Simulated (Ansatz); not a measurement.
# Two self-consistent states of CuSnF6

An SCF can end in more than one state. Here CuSnF6, a database entry, slightly rescaled, is run from each state found earlier: which lies lowest, and what else changes?

All numbers below are computed with Ansatz 0.2.0 (DFT, r2SCAN, with U_eff = 6.3 eV on Cu d, plane waves, PAW).

## (1) The structure

Cell: a = 5.473 Å, b = 5.077 Å, c = 5.234 Å, α = 120.21°, β = 92.52°, γ = 116.33°. Nearest neighbours (Å): F1: 1 Cu at 1.94, 1 Sn at 1.96; F2: 1 Cu at 1.94, 1 Sn at 1.96; F3: 1 Sn at 1.91, 1 Cu at 2.16; F4: 1 Sn at 1.91, 1 Cu at 2.16; Sn5: 6 F at 1.91 to 1.97; Cu6: 6 F at 1.93 to 2.16; F7: 1 Cu at 1.93, 1 Sn at 1.97; F8: 1 Cu at 1.93, 1 Sn at 1.97.

As a file:

```cif
data_structure
_symmetry_space_group_name_H-M 'P 1'
_symmetry_Int_Tables_number 1
_cell_length_a 5.4725
_cell_length_b 5.0767
_cell_length_c 5.2339
_cell_angle_alpha 120.210
_cell_angle_beta 92.520
_cell_angle_gamma 116.330
_cell_volume 105.71
loop_
_atom_site_label
_atom_site_type_symbol
_atom_site_fract_x
_atom_site_fract_y
_atom_site_fract_z
_atom_site_occupancy
F1 F 0.74800 0.11800 0.87100 1
F2 F 0.25200 0.88200 0.12900 1
F3 F 0.73700 0.87600 0.26600 1
F4 F 0.26300 0.12400 0.73400 1
Sn1 Sn 0.50000 0.00000 0.50000 1
Cu1 Cu 0.00000 0.00000 0.00000 1
F5 F 0.25000 0.49700 0.36400 1
F6 F 0.75000 0.50300 0.63600 1
```

The states: A, Cu6 up (collinear spin); B, no atom with a moment over 0.3 μB (no spin polarisation). Each run reads its own saved solution as saved_state.

## (2) Run from state A

File input.yaml:

```yaml
crystal:
  lattice:
    - [5.47254184, 0.0, 0.0]
    - [-2.25173765, 4.55005606, 0.0]
    - [-0.23011924, -3.05226223, 4.24549115]
  atoms:
    - { symbol: F, position: [0.748, 0.118, 0.871] }
    - { symbol: F, position: [0.252, 0.882, 0.129] }
    - { symbol: F, position: [0.737, 0.876, 0.266] }
    - { symbol: F, position: [0.263, 0.124, 0.734] }
    - { symbol: Sn, position: [0.5, 0.0, 0.5] }
    - { symbol: Cu, position: [0.0, 0.0, 0.0] }
    - { symbol: F, position: [0.25, 0.497, 0.364] }
    - { symbol: F, position: [0.75, 0.503, 0.636] }
kpoints:
  mp_grid: { grid: [4, 5, 4], shift: [0.0, 0.0, 0.5] }
magnetization:
  spin_polarized: true
scf:
  occupations: { method: fermi_dirac, width: 0.0558 }
  lower_state_search: "off"
  max_iter: 200
hamiltonian:
  pseudopotentials: { kind: paw }
  xc: r2scan
  hubbard:
    projectors: all-electron-ortho-atomic
    sites: [{ species: Cu, l: d, u_eff: 6.3 }]
basis:
  ecutwfc: 500
  fft_grid_basis: typed
output:
  forces: true
  stress: true
  eigenvalues: true
  bader: true
  populations: true
  elf: true
  write_potential: true
  volumetric_format: npy
  dos:
    e_range: [-12, 8]
    de: 0.05
    projected: { site_lists: { Cu: [Cu], F: [F], Sn: [Sn] } }
checkpoint:
  read: saved_state
```

What it wrote, cut to the lines that bear on the results:

```text
Warning: RAYON_NUM_THREADS=1 ignored (pool sized by the plan → 1); use --threads N
F: projections on atomic orbitals take those of the free atom [He] 2s2 2p5, of charge +0.00 (hamiltonian.pseudopotentials.projection_atoms); the dataset's partial waves leave at most 1.6e-8 of an orbital's norm unspanned inside its sphere
Sn: projections on atomic orbitals take those of the free atom [Kr] 4d10 5s2 5p2, of charge +0.00 (hamiltonian.pseudopotentials.projection_atoms); the dataset's partial waves leave at most 5.0e-6 of an orbital's norm unspanned inside its sphere
Cu: projections on atomic orbitals take those of the free atom [Ne] 3s2 3p6 3d10 4s1, of charge +0.00 (hamiltonian.pseudopotentials.projection_atoms); the dataset's partial waves leave at most 2.0e-6 of an orbital's norm unspanned inside its sphere
[...]
Pseudopotentials: kind: paw
Pseudopotential: F, paw, valence charge 7, recommended cutoff 500 eV (meta_gga), F.paw.azcp
Pseudopotential: Sn, paw, valence charge 14, recommended cutoff 500 eV (meta_gga), Sn.paw.azcp
Pseudopotential: Cu, paw, valence charge 19, recommended cutoff 500 eV (meta_gga), Cu.paw.azcp
Functional definition: r2SCAN
[...]
Crystal: 8 atoms, lattice volume = 105.714 Å³
Basis set: ecut = 500 eV, 2693 PW (Γ), exchange–correlation on 160×160×160 points (64 copies of the dense FFT grid, shifted against one another)
Bands: 46, of which v1, the nominal top of the filled ones, is band 38 counted from 1 (37 counted from 0)
[...]
--- Forces (eV/Å), atoms counted from 1 ---
  atom   1  F      0.15840881    -0.07763882     0.42910969
  atom   2  F     -0.15840881     0.07763882    -0.42910969
  atom   3  F      0.58007136    -0.00184227    -0.34706155
  atom   4  F     -0.58007136     0.00184227     0.34706155
  atom   5  Sn     0.00000000     0.00000000     0.00000000
  atom   6  Cu     0.00000000     0.00000000     0.00000000
  atom   7  F     -0.05677184    -0.39412598    -0.07900529
  atom   8  F      0.05677184     0.39412598     0.07900529
[...]
--- Stress (GPa, compression-positive) ---
        4.381849      -0.213782      -0.360209
       -0.213786       3.100725      -0.295528
       -0.360112      -0.295575       3.606984
  P = ⅓ Tr σ = 3.6965 GPa (36.965 kbar)
--- Band table (eV; the first three rows and the last of 80) ---
[...]
Occupation matrices written to <dir>
--- Löwdin populations: 8 sites ---
  site symbol       q [e]    m [muB]
     0      F      7.5682     0.0297
     1      F      7.5682     0.0297
     2      F      7.5716     0.0022
     3      F      7.5716     0.0022
     4     Sn     11.8002     0.0022
     5     Cu     17.4613     0.8532
     6      F      7.5681     0.0334
     7      F      7.5681     0.0334
  spilling = 0.004303 (of n_electrons = 75.000000)
--- Bader charges: 8 sites ---
  site symbol  charge [e]  shift [e]    m [muB]
     0      F     -0.7389     0.0043     0.0249
     1      F     -0.7389     0.0043     0.0249
     2      F     -0.7418     0.0041     0.0008
     3      F     -0.7418     0.0041     0.0008
     4     Sn      2.8932     0.0202     0.0056
     5     Cu      1.5472     0.0052     0.8873
     6      F     -0.7395     0.0043     0.0279
     7      F     -0.7395     0.0043     0.0279
  estimated error of the sums over rays = 2.3e-4 e
```

Run time: 2.2 min. Hardware: 1 thread of an x86-64 CPU, shared host; peak memory 1.1 GiB.

## (3) What state A looks like

Counts of states in windows (eV from the Fermi level; tetrahedra), total and projected:

```
 from    to  total    up  down  Cu d    F p
-10.0  -9.0   0.93  0.93  0.00  0.56   0.29
 -9.0  -8.0   1.88  0.88  1.00  0.26   1.15
 -8.0  -7.0   3.28  1.95  1.33  1.92   1.18
 -7.0  -6.0   6.65  3.51  3.14  2.91   3.34
 -6.0  -5.0   4.54  1.75  2.79  1.28   3.01
 -5.0  -4.0   8.36  4.31  4.04  0.78   7.17
 -4.0  -3.0  15.68  7.75  7.90  0.70  14.72
 -3.0  -2.0   3.72  1.92  1.80  0.60   3.07
 -2.0  -1.0   0.00  0.00  0.00  0.00   0.00
 -1.0   0.0   0.00  0.00  0.00  0.00   0.00
  0.0   1.0   0.00  0.00  0.00  0.00   0.00
  1.0   2.0   0.00  0.00  0.00  0.00   0.00
  2.0   3.0   1.00  0.00  1.00  0.84   0.11
  3.0   4.0   0.16  0.09  0.07  0.00   0.03
  4.0   5.0   0.94  0.51  0.44  0.01   0.22
  5.0   6.0   0.90  0.41  0.49  0.01   0.25
```

On the mesh the valence top lies at -2.22 eV and the conduction bottom at 2.24 eV on this scale.

By element, from the tables in the log (a charge is positive for electrons lost): Löwdin charges also hold the electrons that the projection spills.

| element | atoms | Bader charge (e) | Bader volume (Å³) | Löwdin charge (e) | Bader moment, size (μB) |
| --- | --- | --- | --- | --- | --- |
| F | 6 | -0.74 | 14.5 to 15.0 | -0.57 | 0.00 to 0.03 |
| Sn | 1 | +2.89 | 8.9 | +2.20 | 0.01 |
| Cu | 1 | +1.55 | 8.6 | +1.54 | 0.89 |

The Löwdin projection spills 0.4 % of the electrons and depends on the orbitals chosen; where it disagrees with Bader's partition, neither is an observable.

Occupation eigenvalues of the Hubbard shells:

| atom | shell | spin | eigenvalues |
| --- | --- | --- | --- |
| Cu6 | d | up | 0.99 0.99 0.99 1.00 1.00 |
| Cu6 | d | down | 0.13 0.99 0.99 1.00 1.00 |

The main site moments: Cu6 up.

## (4) Run from state B

Edit input.yaml of step 2 so:

```diff
@@ -17,3 +17,3 @@
 magnetization:
-  spin_polarized: true
+  spin_polarized: false
 scf:
```

What it wrote, cut to the lines that bear on the results:

```text
Warning: RAYON_NUM_THREADS=1 ignored (pool sized by the plan → 1); use --threads N
F: projections on atomic orbitals take those of the free atom [He] 2s2 2p5, of charge +0.00 (hamiltonian.pseudopotentials.projection_atoms); the dataset's partial waves leave at most 1.6e-8 of an orbital's norm unspanned inside its sphere
Sn: projections on atomic orbitals take those of the free atom [Kr] 4d10 5s2 5p2, of charge +0.00 (hamiltonian.pseudopotentials.projection_atoms); the dataset's partial waves leave at most 5.0e-6 of an orbital's norm unspanned inside its sphere
Cu: projections on atomic orbitals take those of the free atom [Ne] 3s2 3p6 3d10 4s1, of charge +0.00 (hamiltonian.pseudopotentials.projection_atoms); the dataset's partial waves leave at most 2.0e-6 of an orbital's norm unspanned inside its sphere
[...]
[... 1 set-up line as earlier in the session ...]
[...]
  atom   8  F      0.07429766     0.51145110     0.13425979
[...]
--- Stress (GPa, compression-positive) ---
        3.893018       0.356553      -0.432078
        0.356550       3.568203      -0.762169
       -0.432025      -0.762246       3.795724
  P = ⅓ Tr σ = 3.7523 GPa (37.523 kbar)
--- Band table (eV; the first three rows and the last of 40) ---
[...]
Occupation matrices written to <dir>
--- Löwdin populations: 8 sites ---
  site symbol       q [e]
     0      F      7.5281
     1      F      7.5281
     2      F      7.5641
     3      F      7.5641
     4     Sn     11.8039
     5     Cu     17.6618
     6      F      7.5273
     7      F      7.5273
  spilling = 0.003938 (of n_electrons = 75.000000)
--- Bader charges: 8 sites ---
  site symbol  charge [e]  shift [e]
     0      F     -0.7010     0.0043
     1      F     -0.7010     0.0043
     2      F     -0.7360     0.0041
     3      F     -0.7360     0.0041
     4     Sn      2.8807     0.0201
     5     Cu      1.3935     0.0052
     6      F     -0.7002     0.0043
     7      F     -0.7002     0.0043
  estimated error of the sums over rays = 2.2e-4 e
```

Wall time 1.7 min (1 thread of an x86-64 CPU, shared host); peak memory 0.97 GiB.

## (5) What state B looks like

Counts of states in windows (eV from the Fermi level; tetrahedra), total and projected:

```
from    to  total  Cu d    F p
-8.0  -7.0   2.00  0.09   1.34
-7.0  -6.0   1.70  0.20   1.30
-6.0  -5.0   5.98  1.53   4.04
-5.0  -4.0   7.88  2.72   4.94
-4.0  -3.0   7.86  0.85   6.73
-3.0  -2.0  15.57  2.15  13.16
-2.0  -1.0   3.03  1.05   1.91
-1.0   0.0   0.85  0.55   0.26
 0.0   1.0   1.15  0.74   0.37
 1.0   2.0   0.00  0.00   0.00
 2.0   3.0   0.00  0.00   0.00
 3.0   4.0   0.00  0.00   0.00
 4.0   5.0   0.19  0.00   0.03
```

Gathered by element (positive charge: electrons given up): Löwdin charges also hold the electrons that the projection spills.

```
element  atoms  Bader charge (e)  Bader volume (Å³)  Löwdin charge (e)
      F      6    -0.74 to -0.70       14.4 to 15.0     -0.56 to -0.53
     Sn      1             +2.88                9.0              +2.20
     Cu      1             +1.39                8.9              +1.34
```

The Löwdin projection spills 0.4 % of the electrons and depends on the orbitals chosen; where it disagrees with Bader's partition, neither is an observable.

Eigenvalues of the corrected shells' occupation matrices:

```
atom  shell  spin               eigenvalues
 Cu6      d  each  0.67 0.99 1.00 1.00 1.00
```

## (6) The states side by side

```csv
state,free energy (meV/atom),largest site moment (μB),size of the net moment (μB/cell),gap (eV),pressure (GPa),largest force (eV/Å),SCF cycles
A,0.0,0.87,1.00,4.46,3.7,0.68,10
B,202.5,–,–,metal,3.8,0.65,15
```

What this shows: State A lies lowest, 202.5 meV per atom under state B. They differ in kind: A is gapped, B is a metal. Not all runs allow spin: where it is off, the gap in energy is mostly the cost of forbidding moments, not two ends of one search.

Limits of this run: an odd count of electrons without spin polarisation forces a partly filled band; the k mesh is coarse for a cell without a gap.
